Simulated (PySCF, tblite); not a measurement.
# C₂H₃F₃O₂Si: geometry, infrared bands and NMR shifts

What infrared bands and NMR shifts should C₂H₃F₃O₂Si (`O=C([SiH2]O)C(F)(F)F`) show?

Programs: tblite 0.8.0 and PySCF 2.14.0, with density-fitted response routines of our own. Each step states its level of theory. These are calculated values for one molecule in the gas phase, unless marked as measured. Atoms are numbered from 0 throughout.

## 1. The molecule as given

11 atoms, charge 0, multiplicity 1; geometry from: force field or distance geometry start.

Bonds of the start (Å): O0–C1 1.23, C1–Si2 1.88, Si2–O3 1.66, C1–C4 1.50, C4–F5 1.36, C4–F6 1.35, C4–F7 1.35, Si2–H8 1.48, Si2–H9 1.49, O3–H10 0.97.

## 2. Optimising the geometry with GFN2-xTB

Job settings and geometry (Å):

```
{"job": {"kind": "relax", "xc": "GFN2-xTB", "basis": "xTB"}, "charge": 0, "multiplicity": 1}
O      0.245800    -1.277700    -1.232500
C     -0.213000    -0.464500    -0.430800
Si     1.025200     0.388000     0.705900
O      2.597500    -0.062300     0.431200
C     -1.636000    -0.066300    -0.189200
F     -1.839400     1.266900    -0.397000
F     -2.055900    -0.325800     1.066800
F     -2.496600    -0.699800    -1.021500
H      0.716300     0.115800     2.129300
H      0.949800     1.861800     0.532400
H      2.711800    -0.733500    -0.265700
```

The run is started by

```
OMP_NUM_THREADS=1 python probes_run.py task.json out
```

The driver reads the jobs from task.json and runs them one after another.

**Question.** This job is followed by: GFN2-xTB harmonic vibrations, gas phase; GIAO PBE0/pcSseg-1 NMR shielding, non-relativistic, gas phase. Predict these results of the whole session: strongest single infrared mode (GFN2-xTB); zero-point energy (GFN2-xTB); 13C shifts against TMS (PBE0/pcSseg-1); 1H shifts against TMS (PBE0/pcSseg-1, means over atoms taken as alike); 17O shifts against H2O (PBE0/pcSseg-1); 29Si shifts against TMS (PBE0/pcSseg-1); 19F shifts against CFCl3 (PBE0/pcSseg-1, means over atoms taken as alike).

As calculated:

```
                                                                 quantity                 value
                                strongest single infrared mode (GFN2-xTB)  781 cm⁻¹, 462 km/mol
                                             zero-point energy (GFN2-xTB)         32.1 kcal/mol
                                   13C shifts against TMS (PBE0/pcSseg-1)      233.8, 124.9 ppm
   1H shifts against TMS (PBE0/pcSseg-1, means over atoms taken as alike)        5.33, 2.33 ppm
                                   17O shifts against H2O (PBE0/pcSseg-1)      825.0, -11.7 ppm
                                  29Si shifts against TMS (PBE0/pcSseg-1)             -47.2 ppm
19F shifts against CFCl3 (PBE0/pcSseg-1, means over atoms taken as alike)             -93.9 ppm
```

**Reading.** Over 31 steps the energy fell by 0.343 eV; of the close pairs, Si2–O3 changed most, 1.658 to 1.610 Å. All 27 modes are real, so the xTB geometry is a minimum. The strongest single mode, at 781 cm⁻¹, has its largest shares on H10, H9 and H8 (the list is cut at 3 atoms). GFN2-xTB is a fitted tight-binding method: band positions and strengths are rough. Its intensities can rank the bands wrongly. At PBE0/pcSseg-1: Shielding is most anisotropic at O0 (span 1786 ppm, paramagnetic term -887 ppm).
